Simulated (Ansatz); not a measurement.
# Ti: energy and stress against strain

This session takes Ti and sets out to strain the cell along the Voigt pattern (1, -1, 0, 0, 0, 0).

Program: Ansatz 0.2.0. Level of theory: DFT PBEsol, scalar-relativistic, plane waves, PAW. These are calculated values, not measurements.

**1. The system as given**

The structure is cubic, space group Fm-3m (No. 225). Conventional cell: a = 4.060 Å, b = 4.060 Å, c = 4.060 Å, α = 90.00°, β = 90.00°, γ = 90.00°. Around Ti (site symmetry m-3m) lie 12 Ti at 2.87 Å.

As a file:

```xyz
1
Lattice="0.0000 2.0300 2.0300 2.0300 0.0000 2.0300 2.0300 2.0300 0.0000" Properties=species:S:1:pos:R:3 pbc="T T T"
Ti    0.0000    0.0000    0.0000
```

The cell is taken as given, not relaxed at this level.

**2. The reference cell**

Reference values: F = -2473.8491 eV; pressure -0.36 GPa; largest force 0.000 eV/Å; gap on the mesh none (metal). It was computed beforehand with the settings of the runs below.

**3. Setting up energy and stress against strain**

The cell is strained by ε times the Voigt pattern (1, -1, 0, 0, 0, 0) (xx, yy, zz, yz, xz, xy; engineering shear), with fractional coordinates fixed (clamped ions). The stress on the pattern is the sum of the stress components weighted by it, tension positive.

**4. ε = -0.0200**

Contents of input.yaml:

```yaml
crystal:
  lattice:
    - [0.0, 2.0706, 2.03]
    - [1.9894, 0.0, 2.03]
    - [1.9894, 2.0706, 0.0]
  atoms:
    - { symbol: Ti, position: [0.0, 0.0, 0.0] }
basis:
  ecutwfc: 420
kpoints:
  mp_grid: { grid: [10, 10, 10] }
hamiltonian:
  xc: pbesol
scf:
  occupations: { method: gaussian, width: 0.15 }
output:
  forces: true
  stress: true
  eigenvalues: true
```

The run is started by

```sh
$ ansatz run input.yaml --threads 1 --pin off --max-ram 2560MiB --backend cpu --events-out ev --progress --plain --runs-dir out
```

Standard output, shortened:

```text
Warning: RAYON_NUM_THREADS=1 ignored (pool sized by the plan → 1); use --threads N
[...]
Pseudopotentials: kind: paw
Pseudopotential: Ti, paw, valence charge 12, recommended cutoff 420 eV (normal), Ti.paw.azcp
Functional definition: PBEsol
[...]
Crystal: 1 atoms, lattice volume = 16.724 Å³
Basis set: ecut = 420 eV, 331 PW (Γ), exchange–correlation on 40×40×40 points (8 copies of the dense FFT grid, shifted against one another)
Bands: 10, of which v1, the nominal top of the filled ones, is band 6 counted from 1 (5 counted from 0)
Symmetry: 8 space group operations
Space group: Fmmm (ITA 69), of the structure as read, at distance tolerance 2.6e-5 Å
k-points: 171 of 1000
[...]
SCF iter   1: F=—  HF=-2473.849016 eV  |F-HF|=—  |Δ(HF+E_count)|=         —  Δρ=6.30e-3  dr2=4.72e-3  ethr=1.77e-3  ⟨swp⟩=4.4  Hψ=8739  notcnv=0
[...]
SCF iter   6: F=-2473.847380 eV  HF=-2473.847380 eV  |F-HF|=3.41e-11  |Δ(HF+E_count)|=  2.11e-10  Δρ=6.60e-7  dr2=5.30e-11  ethr=3.44e-11  ⟨swp⟩=1.7  Hψ=5053  notcnv=0
[...]
SCF converged after 6 iterations
Free energy (F): -2473.847380 eV
[...]
E sigma→0 (E₀):  -2473.837687 eV
Entropy (-TS):   -0.019385 eV (-19.385 meV/atom)
Fermi energy:    13.743062 eV
[...]
--- Forces (eV/Å), atoms counted from 1 ---
  atom   1  Ti     0.00000000     0.00000000     0.00000000
[...]
--- Stress (GPa, compression-positive) ---
        0.446759       0.000000       0.000000
        0.000000      -1.048816       0.000000
        0.000000       0.000000      -0.324927
  P = ⅓ Tr σ = -0.3090 GPa (-3.090 kbar)
--- Band table (eV; the first three rows and the last of 171) ---
  k-point 0: bands = ["-42.6190", "-18.5461", "-18.5423", "-18.5397", "7.5822", "14.4894", "14.6614", "14.8208", "16.1958", "16.5288"]
[...]
```

Run time: 5.2 s. Hardware: 1 thread of Intel Xeon at 2.50GHz (Skylake/Cascade Lake), shared host; peak memory 0.33 GiB.

**5. At ε = 0.0150**

input.yaml: that of step 4 with these lines changed.

```diff
@@ -2,5 +2,5 @@
   lattice:
-    - [0.0, 2.0706, 2.03]
-    - [1.9894, 0.0, 2.03]
-    - [1.9894, 2.0706, 0.0]
+    - [0.0, 1.99955, 2.03]
+    - [2.06045, 0.0, 2.03]
+    - [2.06045, 1.99955, 0.0]
   atoms:
```

The run is started by

```sh
$ ansatz run input.yaml --threads 1 --pin off --max-ram 2560MiB --backend cpu --events-out ev --progress --plain --runs-dir out
```

Standard output, shortened:

```text
[...]
SCF converged after 6 iterations
Free energy (F): -2473.848085 eV
[...]
E sigma→0 (E₀):  -2473.838705 eV
Entropy (-TS):   -0.018760 eV (-18.760 meV/atom)
Fermi energy:    13.742016 eV
[...]
--- Forces (eV/Å), atoms counted from 1 ---
  atom   1  Ti     0.00000000     0.00000000    -0.00000000
[...]
--- Stress (GPa, compression-positive) ---
       -0.933987      -0.000000       0.000000
       -0.000000       0.284191       0.000000
        0.000000       0.000000      -0.340641
  P = ⅓ Tr σ = -0.3301 GPa (-3.301 kbar)
--- Band table (eV; the first three rows and the last of 171) ---
  k-point 0: bands = ["-42.6219", "-18.5487", "-18.5458", "-18.5436", "7.5796", "14.5267", "14.6544", "14.7751", "16.2373", "16.4874"]
[...]
```

Run time: 5.6 s. Hardware: 1 thread of Intel Xeon at 2.50GHz (Skylake/Cascade Lake), shared host; peak memory 0.33 GiB.

**6. Point ε = -0.0100**

input.yaml: that of step 5 with these lines changed.

```diff
@@ -2,5 +2,5 @@
   lattice:
-    - [0.0, 1.99955, 2.03]
-    - [2.06045, 0.0, 2.03]
-    - [2.06045, 1.99955, 0.0]
+    - [0.0, 2.0503, 2.03]
+    - [2.0097, 0.0, 2.03]
+    - [2.0097, 2.0503, 0.0]
   atoms:
```

The run is started by

```sh
$ ansatz run input.yaml --threads 1 --pin off --max-ram 2560MiB --backend cpu --events-out ev --progress --plain --runs-dir out
```

Standard output, shortened:

```text
Warning: RAYON_NUM_THREADS=1 ignored (pool sized by the plan → 1); use --threads N
[...]
[... 3 set-up lines as earlier in the session ...]
[...]
Crystal: 1 atoms, lattice volume = 16.729 Å³
Basis set: ecut = 420 eV, 331 PW (Γ), exchange–correlation on 40×40×40 points (8 copies of the dense FFT grid, shifted against one another)
Bands: 10, of which v1, the nominal top of the filled ones, is band 6 counted from 1 (5 counted from 0)
[... 2 set-up lines as earlier in the session ...]
k-points: 171 of 1000
[...]
SCF iter   1: F=—  HF=-2473.850280 eV  |F-HF|=—  |Δ(HF+E_count)|=         —  Δρ=6.31e-3  dr2=4.73e-3  ethr=1.77e-3  ⟨swp⟩=4.4  Hψ=8755  notcnv=0
[...]
SCF iter   6: F=-2473.848629 eV  HF=-2473.848629 eV  |F-HF|=1.96e-11  |Δ(HF+E_count)|=  4.12e-10  Δρ=5.76e-7  dr2=3.72e-11  ethr=4.14e-11  ⟨swp⟩=1.7  Hψ=5109  notcnv=0
[...]
SCF converged after 6 iterations
Free energy (F): -2473.848629 eV
[...]
E sigma→0 (E₀):  -2473.839543 eV
Entropy (-TS):   -0.018172 eV (-18.172 meV/atom)
Fermi energy:    13.741268 eV
[...]
--- Forces (eV/Å), atoms counted from 1 ---
  atom   1  Ti     0.00000000     0.00000000     0.00000000
[...]
--- Stress (GPa, compression-positive) ---
        0.090445       0.000000       0.000000
        0.000000      -0.780108       0.000000
        0.000000       0.000000      -0.353026
  P = ⅓ Tr σ = -0.3476 GPa (-3.476 kbar)
--- Band table (eV; the first three rows and the last of 171) ---
  k-point 0: bands = ["-42.6240", "-18.5503", "-18.5483", "-18.5467", "7.5777", "14.5651", "14.6494", "14.7306", "16.2790", "16.4459"]
[...]
```

Run time: 5.2 s. Hardware: 1 thread of Intel Xeon at 2.50GHz (Skylake/Cascade Lake), shared host; peak memory 0.33 GiB.

**7. At ε = 0.0050**

input.yaml: that of step 6 with these lines changed.

```diff
@@ -2,5 +2,5 @@
   lattice:
-    - [0.0, 2.0503, 2.03]
-    - [2.0097, 0.0, 2.03]
-    - [2.0097, 2.0503, 0.0]
+    - [0.0, 2.01985, 2.03]
+    - [2.04015, 0.0, 2.03]
+    - [2.04015, 2.01985, 0.0]
   atoms:
```

The run is started by

```sh
$ ansatz run input.yaml --threads 1 --pin off --max-ram 2560MiB --backend cpu --events-out ev --progress --plain --runs-dir out
```

Standard output, shortened:

```text
Warning: RAYON_NUM_THREADS=1 ignored (pool sized by the plan → 1); use --threads N
[...]
[... 3 set-up lines as earlier in the session ...]
[...]
Crystal: 1 atoms, lattice volume = 16.730 Å³
Basis set: ecut = 420 eV, 331 PW (Γ), exchange–correlation on 40×40×40 points (8 copies of the dense FFT grid, shifted against one another)
Bands: 10, of which v1, the nominal top of the filled ones, is band 6 counted from 1 (5 counted from 0)
[... 2 set-up lines as earlier in the session ...]
k-points: 171 of 1000
[...]
SCF iter   1: F=—  HF=-2473.850624 eV  |F-HF|=—  |Δ(HF+E_count)|=         —  Δρ=6.33e-3  dr2=4.78e-3  ethr=1.77e-3  ⟨swp⟩=4.4  Hψ=8759  notcnv=0
[...]
SCF iter   6: F=-2473.848975 eV  HF=-2473.848975 eV  |F-HF|=1.36e-11  |Δ(HF+E_count)|=  1.10e-10  Δρ=5.20e-7  dr2=2.73e-11  ethr=2.63e-11  ⟨swp⟩=1.7  Hψ=4972  notcnv=0
[...]
SCF converged after 6 iterations
Free energy (F): -2473.848975 eV
[...]
E sigma→0 (E₀):  -2473.840102 eV
Entropy (-TS):   -0.017745 eV (-17.745 meV/atom)
Fermi energy:    13.740826 eV
[...]
--- Forces (eV/Å), atoms counted from 1 ---
  atom   1  Ti     0.00000000     0.00000000     0.00000000
[...]
--- Stress (GPa, compression-positive) ---
       -0.586439       0.000000       0.000000
        0.000000      -0.130470       0.000000
        0.000000       0.000000      -0.360819
  P = ⅓ Tr σ = -0.3592 GPa (-3.592 kbar)
--- Band table (eV; the first three rows and the last of 171) ---
  k-point 0: bands = ["-42.6252", "-18.5508", "-18.5498", "-18.5489", "7.5766", "14.6047", "14.6464", "14.6874", "16.3207", "16.4042"]
[...]
```

Wall time 5.5 s (1 thread of Intel Xeon at 2.50GHz (Skylake/Cascade Lake), shared host); peak memory 0.32 GiB.

**8. Point ε = 0.0175**

input.yaml: that of step 7 with these lines changed.

```diff
@@ -2,5 +2,5 @@
   lattice:
-    - [0.0, 2.01985, 2.03]
-    - [2.04015, 0.0, 2.03]
-    - [2.04015, 2.01985, 0.0]
+    - [0.0, 1.994475, 2.03]
+    - [2.065525, 0.0, 2.03]
+    - [2.065525, 1.994475, 0.0]
   atoms:
```

The run is started by

```sh
$ ansatz run input.yaml --threads 1 --pin off --max-ram 2560MiB --backend cpu --events-out ev --progress --plain --runs-dir out
```

Standard output, shortened:

```text
Warning: RAYON_NUM_THREADS=1 ignored (pool sized by the plan → 1); use --threads N
[...]
[... 3 set-up lines as earlier in the session ...]
[...]
Crystal: 1 atoms, lattice volume = 16.726 Å³
Basis set: ecut = 420 eV, 331 PW (Γ), exchange–correlation on 40×40×40 points (8 copies of the dense FFT grid, shifted against one another)
Bands: 10, of which v1, the nominal top of the filled ones, is band 6 counted from 1 (5 counted from 0)
[... 2 set-up lines as earlier in the session ...]
k-points: 171 of 1000
[...]
SCF iter   1: F=—  HF=-2473.849393 eV  |F-HF|=—  |Δ(HF+E_count)|=         —  Δρ=6.31e-3  dr2=4.74e-3  ethr=1.77e-3  ⟨swp⟩=4.4  Hψ=8785  notcnv=0
[...]
SCF iter   6: F=-2473.847751 eV  HF=-2473.847751 eV  |F-HF|=2.77e-11  |Δ(HF+E_count)|=  1.33e-10  Δρ=6.14e-7  dr2=4.38e-11  ethr=3.17e-11  ⟨swp⟩=1.8  Hψ=5032  notcnv=0
[...]
SCF converged after 6 iterations
Free energy (F): -2473.847751 eV
[...]
E sigma→0 (E₀):  -2473.838213 eV
Entropy (-TS):   -0.019075 eV (-19.075 meV/atom)
Fermi energy:    13.742504 eV
[...]
--- Forces (eV/Å), atoms counted from 1 ---
  atom   1  Ti     0.00000000     0.00000000     0.00000000
[...]
--- Stress (GPa, compression-positive) ---
       -0.995656       0.000000       0.000000
        0.000000       0.369077       0.000000
        0.000000       0.000000      -0.333065
  P = ⅓ Tr σ = -0.3199 GPa (-3.199 kbar)
--- Band table (eV; the first three rows and the last of 171) ---
  k-point 0: bands = ["-42.6205", "-18.5475", "-18.5442", "-18.5417", "7.5808", "14.5079", "14.6577", "14.7978", "16.2166", "16.5081"]
[...]
```

Wall time 5.1 s (1 thread of Intel Xeon at 2.50GHz (Skylake/Cascade Lake), shared host); peak memory 0.32 GiB.

**9. Point ε = 0.0125**

input.yaml: that of step 8 with these lines changed.

```diff
@@ -2,5 +2,5 @@
   lattice:
-    - [0.0, 1.994475, 2.03]
-    - [2.065525, 0.0, 2.03]
-    - [2.065525, 1.994475, 0.0]
+    - [0.0, 2.004625, 2.03]
+    - [2.055375, 0.0, 2.03]
+    - [2.055375, 2.004625, 0.0]
   atoms:
```

The run is started by

```sh
$ ansatz run input.yaml --threads 1 --pin off --max-ram 2560MiB --backend cpu --events-out ev --progress --plain --runs-dir out
```

Standard output, shortened:

```text
[...]
SCF converged after 6 iterations
Free energy (F): -2473.848380 eV
[...]
E sigma→0 (E₀):  -2473.839153 eV
Entropy (-TS):   -0.018454 eV (-18.454 meV/atom)
Fermi energy:    13.741603 eV
[...]
--- Forces (eV/Å), atoms counted from 1 ---
  atom   1  Ti    -0.00000000     0.00000000    -0.00000000
[...]
--- Stress (GPa, compression-positive) ---
       -0.862238      -0.000000       0.000000
       -0.000000       0.191384       0.000000
        0.000000       0.000000      -0.347265
  P = ⅓ Tr σ = -0.3394 GPa (-3.394 kbar)
--- Band table (eV; the first three rows and the last of 171) ---
  k-point 0: bands = ["-42.6230", "-18.5496", "-18.5472", "-18.5452", "7.5785", "14.5457", "14.6517", "14.7527", "16.2582", "16.4667"]
[...]
```

It took 5.1 s on 1 thread of Intel Xeon at 2.50GHz (Skylake/Cascade Lake), shared host; peak memory 0.32 GiB.

**10. At ε = 0.0075**

input.yaml: that of step 9 with these lines changed.

```diff
@@ -2,5 +2,5 @@
   lattice:
-    - [0.0, 2.004625, 2.03]
-    - [2.055375, 0.0, 2.03]
-    - [2.055375, 2.004625, 0.0]
+    - [0.0, 2.014775, 2.03]
+    - [2.045225, 0.0, 2.03]
+    - [2.045225, 2.014775, 0.0]
   atoms:
```

The run is started by

```sh
$ ansatz run input.yaml --threads 1 --pin off --max-ram 2560MiB --backend cpu --events-out ev --progress --plain --runs-dir out
```

Standard output, shortened:

```text
[...]
SCF converged after 6 iterations
Free energy (F): -2473.848829 eV
[...]
E sigma→0 (E₀):  -2473.839864 eV
Entropy (-TS):   -0.017931 eV (-17.931 meV/atom)
Fermi energy:    13.741009 eV
[...]
--- Forces (eV/Å), atoms counted from 1 ---
  atom   1  Ti     0.00000000     0.00000000     0.00000000
[...]
--- Stress (GPa, compression-positive) ---
       -0.687762       0.000000       0.000000
        0.000000      -0.017238       0.000000
        0.000000       0.000000      -0.357469
  P = ⅓ Tr σ = -0.3542 GPa (-3.542 kbar)
--- Band table (eV; the first three rows and the last of 171) ---
  k-point 0: bands = ["-42.6247", "-18.5507", "-18.5492", "-18.5479", "7.5770", "14.5847", "14.6477", "14.7088", "16.2998", "16.4251"]
[...]
```

It took 5.5 s on 1 thread of Intel Xeon at 2.50GHz (Skylake/Cascade Lake), shared host; peak memory 0.32 GiB.

**11. Point ε = 0.0025**

input.yaml: that of step 10 with these lines changed.

```diff
@@ -2,5 +2,5 @@
   lattice:
-    - [0.0, 2.014775, 2.03]
-    - [2.045225, 0.0, 2.03]
-    - [2.045225, 2.014775, 0.0]
+    - [0.0, 2.024925, 2.03]
+    - [2.035075, 0.0, 2.03]
+    - [2.035075, 2.024925, 0.0]
   atoms:
```

The run is started by

```sh
$ ansatz run input.yaml --threads 1 --pin off --max-ram 2560MiB --backend cpu --events-out ev --progress --plain --runs-dir out
```

Standard output, shortened:

```text
Warning: RAYON_NUM_THREADS=1 ignored (pool sized by the plan → 1); use --threads N
[...]
[... 3 set-up lines as earlier in the session ...]
[...]
Crystal: 1 atoms, lattice volume = 16.731 Å³
Basis set: ecut = 420 eV, 331 PW (Γ), exchange–correlation on 40×40×40 points (8 copies of the dense FFT grid, shifted against one another)
Bands: 10, of which v1, the nominal top of the filled ones, is band 6 counted from 1 (5 counted from 0)
[... 2 set-up lines as earlier in the session ...]
k-points: 171 of 1000
[...]
SCF iter   1: F=—  HF=-2473.850710 eV  |F-HF|=—  |Δ(HF+E_count)|=         —  Δρ=6.34e-3  dr2=4.79e-3  ethr=1.77e-3  ⟨swp⟩=4.4  Hψ=8766  notcnv=0
[...]
SCF iter   6: F=-2473.849063 eV  HF=-2473.849063 eV  |F-HF|=1.64e-11  |Δ(HF+E_count)|=  5.73e-11  Δρ=5.38e-7  dr2=2.90e-11  ethr=2.49e-11  ⟨swp⟩=1.6  Hψ=4896  notcnv=0
[...]
SCF converged after 6 iterations
Free energy (F): -2473.849063 eV
[...]
E sigma→0 (E₀):  -2473.840249 eV
Entropy (-TS):   -0.017628 eV (-17.628 meV/atom)
Fermi energy:    13.740718 eV
[...]
--- Forces (eV/Å), atoms counted from 1 ---
  atom   1  Ti     0.00000000     0.00000000     0.00000000
[...]
--- Stress (GPa, compression-positive) ---
       -0.477609       0.000000       0.000000
        0.000000      -0.246729       0.000000
        0.000000       0.000000      -0.362738
  P = ⅓ Tr σ = -0.3624 GPa (-3.624 kbar)
--- Band table (eV; the first three rows and the last of 171) ---
  k-point 0: bands = ["-42.6256", "-18.5507", "-18.5502", "-18.5498", "7.5763", "14.6249", "14.6456", "14.6662", "16.3416", "16.3834"]
[...]
```

Wall time 4.8 s (1 thread of Intel Xeon at 2.50GHz (Skylake/Cascade Lake), shared host); peak memory 0.33 GiB.

**12. All points together**

Collected from the runs (energy zero: the undisturbed cell):

| ε | ΔE (meV/atom) | stress on the pattern (GPa) | pressure (GPa) |
| --- | --- | --- | --- |
| -0.0200 | 1.7 | -1.50 | -0.3 |
| -0.0100 | 0.5 | -0.87 | -0.3 |
| 0.0000 | 0.0 | 0.00 | -0.4 |
| 0.0025 | 0.0 | 0.23 | -0.4 |
| 0.0050 | 0.1 | 0.46 | -0.4 |
| 0.0075 | 0.3 | 0.67 | -0.4 |
| 0.0125 | 0.7 | 1.05 | -0.3 |
| 0.0150 | 1.0 | 1.22 | -0.3 |
| 0.0175 | 1.3 | 1.36 | -0.3 |

Not run, since symmetry makes them alike: 0.0200 repeats -0.0200, -0.0150 repeats 0.0150, 0.0100 repeats -0.0100, -0.0050 repeats 0.0050. Energy, pressure and gap are the same there.

**13. Results**

| quantity | value |
| --- | --- |
| slope of the stress at ε = 0, from the points at -0.0100, 0 and 0.0025 | 91 GPa |

**Reading.** The settings of these runs were drawn from a wide range and may not be converged. The slope of the stress at zero strain, 91 GPa, estimates C11 + C22 − 2 C12 with clamped ions in this Cartesian frame. No sampled point lies below the undisturbed cell.
